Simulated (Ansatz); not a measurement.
Geometry optimisation, Ansatz 0.2.0, DFT PBE, scalar-relativistic, plane waves, PAW.

Input file:

```yaml
accuracy: low
crystal:
  lattice:
    - [7.02, 0.0, 0.0]
    - [-5.265, 9.119248, 0.0]
    - [0.0, 0.0, 5.56335]
  atoms:
    - { symbol: Lu, position: [0.0, 0.0, 0.0] }
    - { symbol: Lu, position: [0.1666667, 0.2222222, 0.5] }
    - { symbol: Lu, position: [0.0, 0.3333333, 0.0] }
    - { symbol: Lu, position: [0.1666667, 0.5555556, 0.5] }
    - { symbol: Lu, position: [0.0, 0.6666667, 0.0] }
    - { symbol: Lu, position: [0.1666667, 0.8888889, 0.5] }
    - { symbol: Lu, position: [0.5, 0.0, 0.0] }
    - { symbol: Lu, position: [0.6666667, 0.2222222, 0.5] }
    - { symbol: Lu, position: [0.5, 0.3333333, 0.0] }
    - { symbol: Lu, position: [0.6666667, 0.5555556, 0.5] }
    - { symbol: Lu, position: [0.5, 0.6666667, 0.0] }
    - { symbol: Lu, position: [0.6666667, 0.8888889, 0.5] }
    - { symbol: C, position: [0.0054157, 0.0027273, 0.6139253] }
basis:
  ecutwfc: 420.0
kpoints:
  mp_grid: { grid: [2, 1, 2] }
hamiltonian:
  xc: pbe
scf:
  occupations: { method: fermi_dirac, width: 0.1 }
  lower_state_search: "off"
relax:
  f_tol: 0.08
  max_steps: 25
  adjacent_minimum: "off"
```

Run as:

```bash
$ ansatz run input.yaml --threads 2 --pin off --max-ram 5120MiB --backend cpu --events-out ev --progress --plain --runs-dir out
```

Question: Where does it end, and by what steps?

Answer: The forces met the threshold. The threshold is loose, so the end isn't yet a minimum. Limits of this set-up: coarse k mesh, a small cell, in which the defect meets its images, a typed lattice constant that wasn't relaxed here, low accuracy level. After 3 steps the energy has fallen by 0.399 eV; Lu2 moved furthest, 0.15 Å.

```json
{"step": "0", "energy less start (eV)": "0.0000", "largest force component (eV/Å)": "1.761", "accepted": "yes"}
{"step": "1", "energy less start (eV)": "-0.3650", "largest force component (eV/Å)": "0.336", "accepted": "yes"}
{"step": "2", "energy less start (eV)": "-0.3947", "largest force component (eV/Å)": "0.166", "accepted": "yes"}
{"step": "3", "energy less start (eV)": "-0.3994", "largest force component (eV/Å)": "0.064", "accepted": "yes"}
```

```xyz
13
Lattice="7.0200 0.0000 0.0000 -5.2650 9.1192 0.0000 0.0000 0.0000 5.5633" Properties=species:S:1:pos:R:3
Lu -0.019 0.010 0.114
Lu 0.040 2.159 2.734
Lu -1.804 3.088 -0.012
Lu -1.763 5.041 2.806
Lu -3.548 6.051 0.027
Lu -3.386 8.036 2.771
Lu 3.489 -0.033 0.019
Lu 3.545 2.029 2.686
Lu 1.759 3.114 -0.049
Lu 1.782 5.044 2.752
Lu -0.095 6.032 0.034
Lu -0.029 8.057 2.809
C 0.052 0.032 3.414
```

Whether the end is a true minimum wasn't checked by a vibrational analysis.

Run time: 26 s on 2 threads of Intel(R) Xeon(R) Platinum 8488C (Sapphire Rapids), with other jobs on the host, peak memory 1 GiB.
